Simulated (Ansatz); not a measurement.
# Pt: a strain scan

This session takes Pt and sets out to strain the cell along the Voigt pattern (0, 0, 0, 0, 0, 1).

The COD entry's cell or inner coordinates are ideal or old and differ from later refinements, so a difference from it is no clean test against experiment.

Method: DFT PBE, scalar-relativistic, plane waves, PAW, in Ansatz 0.2.0.

## (1) The starting structure

The structure is cubic, space group Fm-3m (No. 225). Conventional cell: a = 3.916 Å, b = 3.916 Å, c = 3.916 Å, α = 90.00°, β = 90.00°, γ = 90.00°. Pt (site symmetry m-3m) is surrounded by 12 Pt at 2.77 Å.

Structure file:

```xyz
1
Lattice="0.0000 1.9579 1.9579 1.9579 0.0000 1.9579 1.9579 1.9579 0.0000" Properties=species:S:1:pos:R:3 pbc="T T T"
Pt    0.0000    0.0000    0.0000
```

The cell is taken as given, not relaxed at this level.

## (2) Zero of energy

Reference values: F = -12523.0039 eV; pressure 11.55 GPa; largest force 0.000 eV/Å; gap on the mesh none (metal). It was computed beforehand with the settings of the runs below.

## (3) Next: a strain scan

The cell is strained by ε times the Voigt pattern (0, 0, 0, 0, 0, 1) (xx, yy, zz, yz, xz, xy; engineering shear), with fractional coordinates fixed (clamped ions). The stress on the pattern is the sum of the stress components weighted by it, tension positive.

## (4) At ε = -0.0200

input.yaml reads:

```yaml
crystal:
  lattice:
    - [-0.019579, 1.9579, 1.9579]
    - [1.9579, -0.019579, 1.9579]
    - [1.938321, 1.938321, 0.0]
  atoms:
    - { symbol: Pt, position: [0.0, 0.0, 0.0] }
basis:
  ecutwfc: 420
kpoints:
  mp_grid: { grid: [20, 20, 20] }
hamiltonian:
  xc: pbe
scf:
  occupations: { method: gaussian, width: 0.15 }
output:
  forces: true
  stress: true
  eigenvalues: true
```

The run is started by

```console
ansatz run input.yaml --threads 1 --pin off --max-ram 2560MiB --backend cpu --events-out ev --progress --plain --runs-dir out
```

## (5) Point ε = 0.0150

input.yaml: that of step 4 with these lines changed.

```diff
@@ -2,5 +2,5 @@
   lattice:
-    - [-0.019579, 1.9579, 1.9579]
-    - [1.9579, -0.019579, 1.9579]
-    - [1.938321, 1.938321, 0.0]
+    - [0.01468425, 1.9579, 1.9579]
+    - [1.9579, 0.01468425, 1.9579]
+    - [1.97258425, 1.97258425, 0.0]
   atoms:
```

## (6) At ε = -0.0100

input.yaml: that of step 5 with these lines changed.

```diff
@@ -2,5 +2,5 @@
   lattice:
-    - [0.01468425, 1.9579, 1.9579]
-    - [1.9579, 0.01468425, 1.9579]
-    - [1.97258425, 1.97258425, 0.0]
+    - [-0.0097895, 1.9579, 1.9579]
+    - [1.9579, -0.0097895, 1.9579]
+    - [1.9481105, 1.9481105, 0.0]
   atoms:
```

## (7) ε = 0.0050

input.yaml: that of step 6 with these lines changed.

```diff
@@ -2,5 +2,5 @@
   lattice:
-    - [-0.0097895, 1.9579, 1.9579]
-    - [1.9579, -0.0097895, 1.9579]
-    - [1.9481105, 1.9481105, 0.0]
+    - [0.00489475, 1.9579, 1.9579]
+    - [1.9579, 0.00489475, 1.9579]
+    - [1.96279475, 1.96279475, 0.0]
   atoms:
```

## (8) At ε = 0.0175

input.yaml: that of step 7 with these lines changed.

```diff
@@ -2,5 +2,5 @@
   lattice:
-    - [0.00489475, 1.9579, 1.9579]
-    - [1.9579, 0.00489475, 1.9579]
-    - [1.96279475, 1.96279475, 0.0]
+    - [0.017131625, 1.9579, 1.9579]
+    - [1.9579, 0.017131625, 1.9579]
+    - [1.975031625, 1.975031625, 0.0]
   atoms:
```

## (9) ε = 0.0125

input.yaml: that of step 8 with these lines changed.

```diff
@@ -2,5 +2,5 @@
   lattice:
-    - [0.017131625, 1.9579, 1.9579]
-    - [1.9579, 0.017131625, 1.9579]
-    - [1.975031625, 1.975031625, 0.0]
+    - [0.012236875, 1.9579, 1.9579]
+    - [1.9579, 0.012236875, 1.9579]
+    - [1.970136875, 1.970136875, 0.0]
   atoms:
```

## (10) ε = 0.0075

input.yaml: that of step 9 with these lines changed.

```diff
@@ -2,5 +2,5 @@
   lattice:
-    - [0.012236875, 1.9579, 1.9579]
-    - [1.9579, 0.012236875, 1.9579]
-    - [1.970136875, 1.970136875, 0.0]
+    - [0.007342125, 1.9579, 1.9579]
+    - [1.9579, 0.007342125, 1.9579]
+    - [1.965242125, 1.965242125, 0.0]
   atoms:
```

## (11) At ε = 0.0025

input.yaml: that of step 10 with these lines changed.

```diff
@@ -2,5 +2,5 @@
   lattice:
-    - [0.007342125, 1.9579, 1.9579]
-    - [1.9579, 0.007342125, 1.9579]
-    - [1.965242125, 1.965242125, 0.0]
+    - [0.002447375, 1.9579, 1.9579]
+    - [1.9579, 0.002447375, 1.9579]
+    - [1.960347375, 1.960347375, 0.0]
   atoms:
```

(Steps that only read results are left out.)

Before running it: what results should come out? Wanted: slope of the stress at ε = 0, from the points at -0.0100, 0 and 0.0025.

The runs gave:

```
                                                              quantity   value
slope of the stress at ε = 0, from the points at -0.0100, 0 and 0.0025  86 GPa
```

In words: From the stress slope, C66 is about 86 GPa with the ions clamped. The reference stands under 11.6 GPa, so this is no zero-stress constant. The undisturbed cell stays the lowest of the sampled points. Spin-orbit coupling is left out for Pt.
